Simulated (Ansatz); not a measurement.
# ClF2GeH5: the cost of one run

Program: Ansatz 0.2.0, Gaussian basis. Level of theory: PBE0-D4/def2-SVP. These are calculated values, not measurements.

28 further runs of the same task are left out: 28 set aside as unsound or not needed. Runs told in other sessions of the task aren't counted.

## 1. Where the work starts

The first end: 9 atoms, charge 0, spin multiplicity 1.

Atoms are counted from 1 here; the program's logs count them from 0.

Bond lengths: Ge1–Cl2 2.199 Å, Ge1–H3 1.524 Å, Ge1–H4 1.531 Å, Ge1–H5 1.524 Å, H6–F7 0.937 Å, H8–F9 0.944 Å. Angles: Cl2–Ge1–H3 106.0°, Cl2–Ge1–H4 103.1°, Cl2–Ge1–H5 105.9°, H3–Ge1–H4 112.9°, H3–Ge1–H5 114.9°, H4–Ge1–H5 112.8°.

Geometry (Å):

```xyz
9

Ge   -0.8964   -1.2310   -0.0430
Cl    0.2359   -0.6198    1.7397
H     0.1433   -1.5805   -1.1013
H    -1.6813   -2.4514    0.4467
H    -1.7957   -0.0502   -0.3910
H     0.9151    1.6430   -0.8729
F     0.4854    1.2566   -1.6099
H     1.1298    1.1358    1.1393
F     1.4638    1.8975    0.6924
```

The second end:

```mol
ClF2GeH5
  3D, bonds by distance, orders not assigned

  9  6  0  0  0  0  0  0  0  0999 V2000
   -0.9878   -0.8839   -0.7891 Ge  0  0
    1.3675   -0.5149    2.1725 Cl  0  0
    0.2547   -1.7673   -0.8646 H   0  0
   -1.6865   -0.8775    0.5680 H   0  0
   -1.9422   -1.0596   -1.9731 H   0  0
    0.6422    1.6523   -0.1564 H   0  0
   -0.3859    0.7762   -1.0046 F   0  0
    1.4765    0.6444    1.5998 H   0  0
    1.2615    2.0302    0.4475 F   0  0
  1  3  8  0
  1  4  8  0
  1  5  8  0
  1  7  8  0
  2  8  8  0
  6  9  8  0
M  END
```

## 2. The band at PBE0-D4/def2-SVP

The input, neb/in.yaml:

```yaml
crystal:
  periodic: [false, false, false]
  atoms:
    - {symbol: Ge, position_ang: [-0.896429, -1.230985, -0.043014]}
    - {symbol: Cl, position_ang: [0.235890, -0.619818, 1.739742]}
    - {symbol: H, position_ang: [0.143329, -1.580469, -1.101273]}
    - {symbol: H, position_ang: [-1.681310, -2.451429, 0.446704]}
    - {symbol: H, position_ang: [-1.795691, -0.050242, -0.391028]}
    - {symbol: H, position_ang: [0.915130, 1.643040, -0.872854]}
    - {symbol: F, position_ang: [0.485437, 1.256618, -1.609911]}
    - {symbol: H, position_ang: [1.129821, 1.135757, 1.139265]}
    - {symbol: F, position_ang: [1.463822, 1.897527, 0.692370]}
basis:
  gaussian: {orbitals: def2-SVP}
hamiltonian: {xc: pbe0, dispersion: d4}
neb:
  images: 5
  climbing: true
  max_iterations: 40
  initial_path: idpp
  final_atoms:
    - {symbol: Ge, position_ang: [-0.987834, -0.883896, -0.789128]}
    - {symbol: Cl, position_ang: [1.367508, -0.514860, 2.172544]}
    - {symbol: H, position_ang: [0.254657, -1.767291, -0.864582]}
    - {symbol: H, position_ang: [-1.686478, -0.877475, 0.567966]}
    - {symbol: H, position_ang: [-1.942158, -1.059592, -1.973106]}
    - {symbol: H, position_ang: [0.642204, 1.652290, -0.156432]}
    - {symbol: F, position_ang: [-0.385860, 0.776192, -1.004576]}
    - {symbol: H, position_ang: [1.476503, 0.644421, 1.599840]}
    - {symbol: F, position_ang: [1.261457, 2.030211, 0.447472]}
```

On the command line:

```sh
ansatz run in.yaml --threads 8 --pin off --events-out ev --progress --plain --max-ram 19148MiB
```

**Question.** How long does this run take on 8 threads of Arm Neoverse V2, shared host?

About 81 s.
